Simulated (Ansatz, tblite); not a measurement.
**SeO2F2: rung by rung**

One table from this session's results is given with a row withheld; the runs are named, their logs left out.

Program: Ansatz 0.2.0, Gaussian basis. Level of theory: as each input shows. These are calculated values, not measurements.

Plan: GFN1-xTB, GFN2-xTB, PBE-D4/def2-TZVP, r2SCAN-D4/def2-TZVP, CAM-B3LYP-D4/def2-TZVP, B3LYP-D4/def2-TZVP, r2SCAN0-D4/def2-TZVP, LDA/def2-TZVP, BHLYP-D4/def2-TZVP, LC-ωPBE/def2-TZVP, B97M-V/def2-TZVP, PBE-D4/def2-SVP, PBE0-D4/def2-SVP, HF/STO-3G, CCSD(T)/def2-TZVPP, MP2/def2-TZVP, RPA/def2-TZVP.

**The relaxed structure**

The singlet was relaxed beforehand with r2SCAN-D4/def2-SVP.

5 atoms, charge 0, spin multiplicity 1.

Bond lengths: Se1–O2 1.585 Å, Se1–O3 1.585 Å, Se1–F4 1.730 Å, Se1–F5 1.730 Å. Angles: O2–Se1–O3 127.7°, O2–Se1–F4 107.6°, O2–Se1–F5 107.6°, O3–Se1–F4 107.6°, O3–Se1–F5 107.6°, F4–Se1–F5 93.2°.

PBE0-D4/def2-TZVP was run before; its log isn't repeated, and its numbers join the tables.

The first run:

Tight binding, by tblite at 300 K electronic temperature and without a spin-polarisation term:

```python
tblite.interface.Calculator('GFN1-xTB', numbers, positions, charge=0, uhf=0).singlepoint()
```

Tight binding, by tblite at 300 K electronic temperature and without a spin-polarisation term:

```python
tblite.interface.Calculator('GFN2-xTB', numbers, positions, charge=0, uhf=0).singlepoint()
```

start.molden holds the orbitals of an earlier run on this state, given as this run's starting guess.

File in.yaml:

```yaml
crystal:
  periodic: [false, false, false]
  atoms:
    - {symbol: Se, position_ang: [0.160502, -0.000690, 0.111907]}
    - {symbol: O, position_ang: [-0.079697, -0.019218, 1.678485]}
    - {symbol: O, position_ang: [1.547472, 0.012941, -0.655117]}
    - {symbol: F, position_ang: [-0.818632, 1.260374, -0.553466]}
    - {symbol: F, position_ang: [-0.809635, -1.253407, -0.581809]}
basis:
  gaussian: {orbitals: def2-TZVP, initial_orbitals: start.molden}
hamiltonian: {xc: pbe, dispersion: d4}
scf: {omitted_lower_state_checks: [starts]}
output: {orbitals: {seedname: orbitals}}
```

The run is started by

```
> ansatz run in.yaml --threads 4 --pin off --events-out ev --progress --plain --max-ram 3916MiB
```

Steps of the session up to this table: PBE-D4/def2-TZVP; r2SCAN-D4/def2-TZVP; CAM-B3LYP-D4/def2-TZVP; B3LYP-D4/def2-TZVP; r2SCAN0-D4/def2-TZVP; LDA/def2-TZVP; BHLYP-D4/def2-TZVP; LC-ωPBE/def2-TZVP; B97M-V/def2-TZVP; PBE-D4/def2-SVP; PBE0-D4/def2-SVP; HF/STO-3G; CCSD(T)/def2-TZVPP; MP2/def2-TZVP; RPA/def2-TZVP.

One table of the session follows, with a row left open; its other results are not shown here.

```
                 level  HOMO (eV)  gap (eV)
             HF/STO-3G      -9.03     16.10
         LDA/def2-TZVP      -9.17      4.43
       PBE-D4/def2-SVP      -8.57      4.54
      PBE-D4/def2-TZVP      -8.89      4.57
   r2SCAN-D4/def2-TZVP      -9.33      5.21
      B97M-V/def2-TZVP      -9.39      5.53
    B3LYP-D4/def2-TZVP     -10.40      6.79
      PBE0-D4/def2-SVP     -10.48      7.43
     PBE0-D4/def2-TZVP     -10.68      7.47
  r2SCAN0-D4/def2-TZVP          ?         ?
    BHLYP-D4/def2-TZVP     -12.40     10.40
CAM-B3LYP-D4/def2-TZVP     -12.18     10.01
     LC-ωPBE/def2-TZVP     -13.51     12.69
```

Estimate the missing values for r2SCAN0-D4/def2-TZVP.

**Answer.** HOMO (eV): -10.99; gap (eV): 7.91. In the column «HOMO (eV)» it lies between CAM-B3LYP-D4/def2-TZVP (-12.18) and PBE0-D4/def2-TZVP (-10.68).
